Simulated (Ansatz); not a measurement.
# MoS2: properties at the relaxed cell

One table from this session's results is given with a row withheld; the runs are named, their logs left out.

Computed with Ansatz 0.2.0 (DFT PBE+D3(BJ), scalar-relativistic, plane waves, PAW, unless a step's input says otherwise).

1 further run of the same task is left out (set aside as unsound or not needed).

### The starting structure

The structure is hexagonal, space group P6_3/mmc (No. 194). The conventional cell has a = 3.149 Å, b = 3.149 Å, c = 12.090 Å, α = 90.00°, β = 90.00°, γ = 120.00°. Mo (site symmetry -6m2) is surrounded by 6 S at 2.40 Å. S (site symmetry 3m) is surrounded by 3 Mo at 2.40 Å.

As a file:

```xyz
6
Lattice="3.1492 0.0000 0.0000 -1.5746 2.7273 0.0000 0.0000 0.0000 12.0899" Properties=species:S:1:pos:R:3 pbc="T T T"
Mo    0.0000    1.8182    3.0225
Mo    1.5746    0.9091    9.0674
S     0.0000    1.8182    7.5016
S     1.5746    0.9091    1.4567
S     0.0000    1.8182   10.6331
S     1.5746    0.9091    4.5882
```

This cell was relaxed beforehand with the same method: volume 17.31 Å³/atom, gap on the mesh 0.78 eV.

Set-up of the first run:

Input file input.yaml:

```yaml
crystal:
  lattice:
    - [3.1173577375, 0.0, 0.0]
    - [-1.5586788687, 2.6997109933, 0.0]
    - [0.0, 0.0, 11.9677236887]
  atoms:
    - { symbol: Mo, position: [0.3333333333, 0.6666666667, 0.25] }
    - { symbol: Mo, position: [0.6666666667, 0.3333333333, 0.75] }
    - { symbol: S, position: [0.3333333333, 0.6666666667, 0.6204901702] }
    - { symbol: S, position: [0.6666666667, 0.3333333333, 0.1204901702] }
    - { symbol: S, position: [0.3333333333, 0.6666666667, 0.8795098298] }
    - { symbol: S, position: [0.6666666667, 0.3333333333, 0.3795098298] }
basis:
  ecutwfc: 420
kpoints:
  mp_grid: { grid: [12, 12, 4] }
hamiltonian:
  xc: pbe
  dispersion: d3bj
scf:
  occupations: { method: gaussian, width: 0.02 }
output:
  forces: true
  stress: true
  eigenvalues: true
relax:
  adjacent_minimum: "off"
  f_tol: 0.01
  max_steps: 30
  cell: { stress_tol: 0.1, fix: [volume] }
```

On the command line:

```console
ansatz run input.yaml --threads 2 --pin off --max-ram 5120MiB --backend cpu --events-out ev --progress --plain --runs-dir out
```

Steps of the session up to this table: Point at V/V0 = 0.97; The cell scaled to 1.03 of its volume; Point at V/V0 = 0.94; Point at V/V0 = 1.06; The cell scaled to 0.91 of its volume; Point at V/V0 = 1.10; The cell scaled to 0.88 of its volume.

One of the session's tables, all rows but one given; the rest of the session is left out.

It belongs to the step «Fit of the equation of state». 

```
volume (Å³/atom)  energy above the lowest point (meV/atom)  pressure (GPa)  gap on the mesh (eV)
          15.229                                      59.4           11.14                  0.25
          15.748                                      29.9            7.20                  0.39
          16.267                                         ?               ?                     ?
          16.787                                       2.6            1.73                  0.66
          17.306                                       0.0            0.02                  0.78
          17.825                                       2.0           -1.18                  0.91
          18.344                                       7.1           -1.93                  1.02
          19.036                                      16.4           -2.37                  1.18
```

**Question.** Estimate the row for volume (Å³/atom) = 16.267.

Worked estimate for «energy above the lowest point (meV/atom)». A straight line through the neighbours (15.748, 29.9) and (16.787, 2.6) gives 29.9 + (2.6 − 29.9) × (16.267 − 15.748) / (16.787 − 15.748) = 16.3; a parabola fitted to 4 rows on both sides gives 11.8.

**Answer.** energy above the lowest point (meV/atom): 11.9; pressure (GPa): 4.09; gap on the mesh (eV): 0.53. In «energy above the lowest point (meV/atom)» the line misses by +4.4 and the parabola by -0.1.
